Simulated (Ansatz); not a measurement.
# CH2Ge (triplet): relaxing a cheap start

Where does this start of CH2Ge (triplet) end when it is relaxed?

Method: UKS PBE0/def2-TZVP; program: Ansatz 0.2.0, Gaussian basis.

## (1) Starting geometry

4 atoms, charge 0, spin multiplicity 3.

Atoms are counted from 1 here; the program's logs count them from 0.

Bond lengths: Ge1–C2 1.881 Å, Ge1–H3 1.619 Å, C2–H4 1.087 Å. Angles: C2–Ge1–H3 97.1°, Ge1–C2–H4 128.6°.

The start was built by rule and, where that kept it together, relaxed with GFN2-xTB. Sticks and bond lists go by distance. No spin-orbit coupling is included. 

## (2) The run

File in.yaml:

```yaml
crystal:
  periodic: [false, false, false]
  atoms:
    - {symbol: Ge, position_ang: [-0.283296, -0.052862, -0.000897]}
    - {symbol: C, position_ang: [1.575036, 0.235438, 0.004861]}
    - {symbol: H, position_ang: [-0.727019, 1.504202, 0.001251]}
    - {symbol: H, position_ang: [2.375297, -0.500051, 0.005478]}
basis:
  gaussian: {orbitals: def2-TZVP}
magnetization: {spin_polarized: true, initial_magnetization: 2}
hamiltonian: {xc: pbe0}
relax: {f_tol: 0.004, max_steps: 80}
```

On the command line:

```sh
$ ansatz run in.yaml --threads 1 --pin off --events-out ev --progress --plain --max-ram 1740MiB
```

Before running it: what results should come out? Wanted: energy gained; shift from the start; total energy; dipole moment; ⟨S²⟩.

**Answer**, as computed:

| quantity | value |
| --- | --- |
| steps | 6 |
| energy gained | 0.025 eV |
| shift from the start (rms) | 0.054 Å |
| total energy | -57575.0155 eV |
| dipole moment | 0.65 D |
| ⟨S²⟩ | 2.010 |

The bonds of the start are those of the end. Ge1–H3 went from 1.619 to 1.592 Å. No vibrations were run, so this is a stationary point, not a proven minimum, and this spin need not be the ground state's.
